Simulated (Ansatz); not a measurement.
# FH3Si: the cost of one run

Computed with Ansatz 0.2.0, Gaussian basis. Level: PBE0-D4/def2-TZVP structures, single points in def2-TZVPP, no counterpoise correction.

Levels: SPW92, PBE-D4, BLYP-D4, r2SCAN-D4, B97M-V, PBE0-D4, B3LYP-D4, r2SCAN0-D4, BHLYP-D4, CAM-B3LYP-D4, wB97X-V, wB97M-V, B2PLYP, PBE-QIDH, RPA on PBE, Hartree-Fock, MP2, CCSD, CCSD(T).

Correlated methods freeze the cores. B3LYP uses VWN-RPA correlation. B2PLYP carries no dispersion term here.

95 further runs of the same task are left out: 1 that didn't finish, 94 set aside as unsound or not needed.

### Step 1. Starting geometry

The complex: 12 atoms, charge 0, spin multiplicity 1.

Atoms are counted from 1 here; the program's logs count them from 0.

Bond lengths: Si1–F2 1.618 Å, Si1–H3 1.487 Å, Si1–H4 1.487 Å, Si1–H5 1.499 Å, H6–N7 1.013 Å, N7–C8 1.454 Å, N7–H9 1.013 Å, C8–H10 1.092 Å, C8–H11 1.092 Å, C8–H12 1.095 Å. Angles: F2–Si1–H3 116.4°, F2–Si1–H4 116.4°, F2–Si1–H5 99.0°, H3–Si1–H4 114.5°, H3–Si1–H5 103.7°, H4–Si1–H5 103.7°, H6–N7–C8 111.6°, H6–N7–H9 106.9°, C8–N7–H9 111.6°, N7–C8–H10 109.0°, N7–C8–H11 109.0°, N7–C8–H12 114.0°, H10–C8–H11 107.5°, H10–C8–H12 108.5°, H11–C8–H12 108.5°.

Geometry (Å):

```tsv
atom	x (Å)	y (Å)	z (Å)
Si1	-1.63225	0.36565	0.14225
F2	-2.00595	-1.14545	0.58229
H3	-1.20922	0.55644	-1.27012
H4	-0.86400	1.16961	1.12896
H5	-3.00407	0.96767	0.18579
H6	0.65059	-1.11175	1.03984
N7	0.50294	-0.72775	0.11417
C8	1.58217	0.16697	-0.27166
H9	0.42430	-1.51226	-0.52181
H10	1.61661	1.00524	0.42673
H11	1.37061	0.57358	-1.26240
H12	2.56837	-0.30787	-0.29393
```

Its parts: SiH₃F holds atoms 1, 2, 3, 4, 5; CH₅N holds atoms 6, 7, 8, 9, 10, 11, 12. Each part counts its atoms afresh in its own runs.

### Step 2. Relaxing SiH₃F alone

Input file relax-a/in.yaml:

```yaml
crystal:
  periodic: [false, false, false]
  atoms:
    - {symbol: Si, position_ang: [-1.632246, 0.365652, 0.142254]}
    - {symbol: F, position_ang: [-2.005949, -1.145449, 0.582285]}
    - {symbol: H, position_ang: [-1.209222, 0.556435, -1.270123]}
    - {symbol: H, position_ang: [-0.864000, 1.169612, 1.128956]}
    - {symbol: H, position_ang: [-3.004072, 0.967674, 0.185788]}
basis:
  gaussian: {orbitals: def2-TZVP}
hamiltonian: {xc: pbe0, dispersion: d4}
relax: {f_tol: 0.005, max_steps: 200}
```

Command:

```console
> ansatz run in.yaml --threads 4 --pin off --events-out ev --progress --plain --max-ram 9574MiB
```

**Question.** How long does this run take on 4 threads of Arm Neoverse V2, shared host?

About 2 s.
